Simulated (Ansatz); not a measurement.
# Molecular dynamics of In2CuSe3I

Input:

```yaml
accuracy: low
crystal:
  lattice:
    - [-14.365977, 0.0, 0.0]
    - [0.0, -8.460174, 0.0]
    - [-1.290017, 0.0, 7.275762]
  atoms:
    - { symbol: In, position: [0.06747, 0.25, 0.812155] }
    - { symbol: In, position: [0.310129, 0.25, 0.062998] }
    - { symbol: Cu, position: [0.806489, 0.25, 0.562341] }
    - { symbol: Se, position: [0.5028135, 0.25, 0.019794] }
    - { symbol: Se, position: [0.7493825, 0.25, 0.266363] }
    - { symbol: Se, position: [0.255941, 0.25, 0.729043] }
    - { symbol: I, position: [0.995275, 0.25, 0.484806] }
    - { symbol: In, position: [0.56747, 0.0, 0.812155] }
    - { symbol: In, position: [0.810129, 0.0, 0.062998] }
    - { symbol: Cu, position: [0.306489, 0.0, 0.562341] }
    - { symbol: Se, position: [0.0028135, 0.0, 0.019794] }
    - { symbol: Se, position: [0.2493825, 0.0, 0.266363] }
    - { symbol: Se, position: [0.755941, 0.0, 0.729043] }
    - { symbol: I, position: [0.495275, 0.0, 0.484806] }
    - { symbol: In, position: [0.06747, 0.75, 0.812155] }
    - { symbol: In, position: [0.310129, 0.75, 0.062998] }
    - { symbol: Cu, position: [0.806489, 0.75, 0.562341] }
    - { symbol: Se, position: [0.5028135, 0.75, 0.019794] }
    - { symbol: Se, position: [0.7493825, 0.75, 0.266363] }
    - { symbol: Se, position: [0.255941, 0.75, 0.729043] }
    - { symbol: I, position: [0.995275, 0.75, 0.484806] }
    - { symbol: In, position: [0.56747, 0.5, 0.812155] }
    - { symbol: In, position: [0.810129, 0.5, 0.062998] }
    - { symbol: Cu, position: [0.306489, 0.5, 0.562341] }
    - { symbol: Se, position: [0.0028135, 0.5, 0.019794] }
    - { symbol: Se, position: [0.2493825, 0.5, 0.266363] }
    - { symbol: Se, position: [0.755941, 0.5, 0.729043] }
    - { symbol: I, position: [0.495275, 0.5, 0.484806] }
basis:
  ecutwfc: 420.0
kpoints:
  mp_grid: { grid: [1, 1, 1] }
hamiltonian:
  xc: pbesol
scf:
  occupations: { method: fermi_dirac, width: 0.05 }
  lower_state_search: "off"
md:
  timestep: 4.5
  n_steps: 260
  ensemble: nve
  temperature: 2400.0
  initial_velocities: maxwell_boltzmann
  seed: 132539
```

Run as:

```bash
$ ansatz run input.yaml --threads 4 --pin off --max-ram 10240MiB --backend cpu --events-out ev --progress --plain --runs-dir out
```

It starts from an unrelaxed structure (largest force component 0.34 eV/Å).

Output, in part (step lines):

```
md step     0: t =     0.00 fs  T =  2400.0 K  F+E_penalty+E_count = -165384.80480926 eV  E_kin = 8.376048 eV  conserved = -165376.42876133 eV  (13 SCF iters)
md step     1: t =     4.50 fs  T =  2369.1 K  F+E_penalty+E_count = -165384.69637851 eV  E_kin = 8.268228 eV  conserved = -165376.42815007 eV  (14 SCF iters)
md step     2: t =     9.00 fs  T =  2295.8 K  F+E_penalty+E_count = -165384.43938499 eV  E_kin = 8.012218 eV  conserved = -165376.42716720 eV  (14 SCF iters)
md step     3: t =    13.50 fs  T =  2184.6 K  F+E_penalty+E_count = -165384.05011359 eV  E_kin = 7.624338 eV  conserved = -165376.42577519 eV  (16 SCF iters)
md step     4: t =    18.00 fs  T =  2042.7 K  F+E_penalty+E_count = -165383.55274166 eV  E_kin = 7.128940 eV  conserved = -165376.42380192 eV  (15 SCF iters)
md step     5: t =    22.50 fs  T =  1879.7 K  F+E_penalty+E_count = -165382.98120166 eV  E_kin = 6.560061 eV  conserved = -165376.42114019 eV  (9 SCF iters)
md step     6: t =    27.00 fs  T =  1708.2 K  F+E_penalty+E_count = -165382.37976377 eV  E_kin = 5.961784 eV  conserved = -165376.41798003 eV  (8 SCF iters)
md step     7: t =    31.50 fs  T =  1542.9 K  F+E_penalty+E_count = -165381.79947819 eV  E_kin = 5.384620 eV  conserved = -165376.41485863 eV  (10 SCF iters)
[... lines left out ...]
md step   260: t =  1170.00 fs  T =  1275.5 K  F+E_penalty+E_count = -165380.87035679 eV  E_kin = 4.451378 eV  conserved = -165376.41897916 eV  (12 SCF iters)
```

The steps, from the saved trajectory:

```json
{"time (fs)": "0.0", "T (K)": "2400", "potential energy less start (eV)": "0.000", "conserved less start (meV/atom)": "0.00"}
{"time (fs)": "36.0", "T (K)": "1398", "potential energy less start (eV)": "3.515", "conserved less start (meV/atom)": "0.58"}
{"time (fs)": "72.0", "T (K)": "1190", "potential energy less start (eV)": "4.231", "conserved less start (meV/atom)": "0.31"}
{"time (fs)": "108.0", "T (K)": "1159", "potential energy less start (eV)": "4.343", "conserved less start (meV/atom)": "0.42"}
{"time (fs)": "144.0", "T (K)": "1136", "potential energy less start (eV)": "4.419", "conserved less start (meV/atom)": "0.30"}
{"time (fs)": "180.0", "T (K)": "1163", "potential energy less start (eV)": "4.329", "conserved less start (meV/atom)": "0.36"}
{"time (fs)": "216.0", "T (K)": "1275", "potential energy less start (eV)": "3.934", "conserved less start (meV/atom)": "0.28"}
{"time (fs)": "252.0", "T (K)": "1033", "potential energy less start (eV)": "4.784", "conserved less start (meV/atom)": "0.48"}
{"time (fs)": "288.0", "T (K)": "1241", "potential energy less start (eV)": "4.053", "conserved less start (meV/atom)": "0.26"}
{"time (fs)": "324.0", "T (K)": "1023", "potential energy less start (eV)": "4.816", "conserved less start (meV/atom)": "0.41"}
{"time (fs)": "360.0", "T (K)": "1109", "potential energy less start (eV)": "4.517", "conserved less start (meV/atom)": "0.36"}
{"time (fs)": "396.0", "T (K)": "1148", "potential energy less start (eV)": "4.380", "conserved less start (meV/atom)": "0.35"}
{"time (fs)": "432.0", "T (K)": "936", "potential energy less start (eV)": "5.121", "conserved less start (meV/atom)": "0.41"}
{"time (fs)": "468.0", "T (K)": "918", "potential energy less start (eV)": "5.182", "conserved less start (meV/atom)": "0.36"}
{"time (fs)": "504.0", "T (K)": "912", "potential energy less start (eV)": "5.205", "conserved less start (meV/atom)": "0.37"}
{"time (fs)": "540.0", "T (K)": "918", "potential energy less start (eV)": "5.183", "conserved less start (meV/atom)": "0.38"}
{"time (fs)": "576.0", "T (K)": "947", "potential energy less start (eV)": "5.080", "conserved less start (meV/atom)": "0.30"}
{"time (fs)": "612.0", "T (K)": "866", "potential energy less start (eV)": "5.365", "conserved less start (meV/atom)": "0.41"}
{"time (fs)": "648.0", "T (K)": "1032", "potential energy less start (eV)": "4.784", "conserved less start (meV/atom)": "0.34"}
{"time (fs)": "684.0", "T (K)": "995", "potential energy less start (eV)": "4.914", "conserved less start (meV/atom)": "0.40"}
{"time (fs)": "720.0", "T (K)": "1141", "potential energy less start (eV)": "4.405", "conserved less start (meV/atom)": "0.32"}
{"time (fs)": "756.0", "T (K)": "1190", "potential energy less start (eV)": "4.234", "conserved less start (meV/atom)": "0.42"}
{"time (fs)": "792.0", "T (K)": "1195", "potential energy less start (eV)": "4.212", "conserved less start (meV/atom)": "0.22"}
{"time (fs)": "828.0", "T (K)": "998", "potential energy less start (eV)": "4.902", "conserved less start (meV/atom)": "0.35"}
{"time (fs)": "864.0", "T (K)": "1049", "potential energy less start (eV)": "4.723", "conserved less start (meV/atom)": "0.31"}
{"time (fs)": "900.0", "T (K)": "921", "potential energy less start (eV)": "5.172", "conserved less start (meV/atom)": "0.36"}
{"time (fs)": "936.0", "T (K)": "895", "potential energy less start (eV)": "5.265", "conserved less start (meV/atom)": "0.43"}
{"time (fs)": "972.0", "T (K)": "1181", "potential energy less start (eV)": "4.264", "conserved less start (meV/atom)": "0.34"}
{"time (fs)": "1008.0", "T (K)": "1290", "potential energy less start (eV)": "3.881", "conserved less start (meV/atom)": "0.31"}
{"time (fs)": "1044.0", "T (K)": "1089", "potential energy less start (eV)": "4.585", "conserved less start (meV/atom)": "0.28"}
{"time (fs)": "1080.0", "T (K)": "1113", "potential energy less start (eV)": "4.499", "conserved less start (meV/atom)": "0.31"}
{"time (fs)": "1116.0", "T (K)": "1404", "potential energy less start (eV)": "3.483", "conserved less start (meV/atom)": "0.23"}
{"time (fs)": "1152.0", "T (K)": "1225", "potential energy less start (eV)": "4.115", "conserved less start (meV/atom)": "0.48"}
```

All steps were run. The conserved energy stayed within 0.62 meV per atom of its start (net change 0.35 meV per atom), so the integration is sound. The temperature averaged 0.46 of the 2400 K drawn at the start: a run that starts near a minimum puts about half its kinetic energy into the potential. A run of 1.2 ps of so small a system gives no equilibrium averages. Limits of this set-up: coarse k mesh, low accuracy level.

Mean squared displacements from the first frame to the last, about the centre of mass: In 1.72 Å², Cu 8.18 Å², Se 1.10 Å², I 1.61 Å².

Last frame:

```xyz
28
Lattice="-14.3660 0.0000 0.0000 0.0000 -8.4602 0.0000 -1.2900 0.0000 7.2758" Properties=species:S:1:pos:R:3
In -2.578 -2.985 6.177
In -4.787 -1.642 -0.063
Cu -12.579 -1.990 4.573
Se -7.674 -1.289 -0.014
Se -11.450 -1.981 2.289
Se -4.504 -1.842 5.089
I -14.868 -2.937 3.965
In -10.243 -0.915 4.499
In -11.986 -0.256 0.440
Cu -7.658 1.180 1.105
Se -0.160 -0.823 0.139
Se -5.086 0.016 1.922
Se -12.435 0.190 5.271
I -7.165 0.844 5.197
In -1.333 -7.316 5.589
In -3.646 -6.192 1.262
Cu -8.670 -6.763 3.303
Se -6.325 -5.537 0.587
Se -9.851 -6.950 1.311
Se -3.813 -5.671 6.286
I -15.264 -7.146 2.741
In -9.763 -3.799 7.923
In -11.597 -4.091 -0.202
Cu -5.623 -3.098 3.735
Se 0.528 -5.134 -0.053
Se -4.842 -3.778 1.680
Se -10.857 -3.845 5.369
I -7.977 -3.708 3.687
```

The run took 22 min on 4 threads of Arm Neoverse V1, with other jobs on the host, peak memory 1.2 GiB.
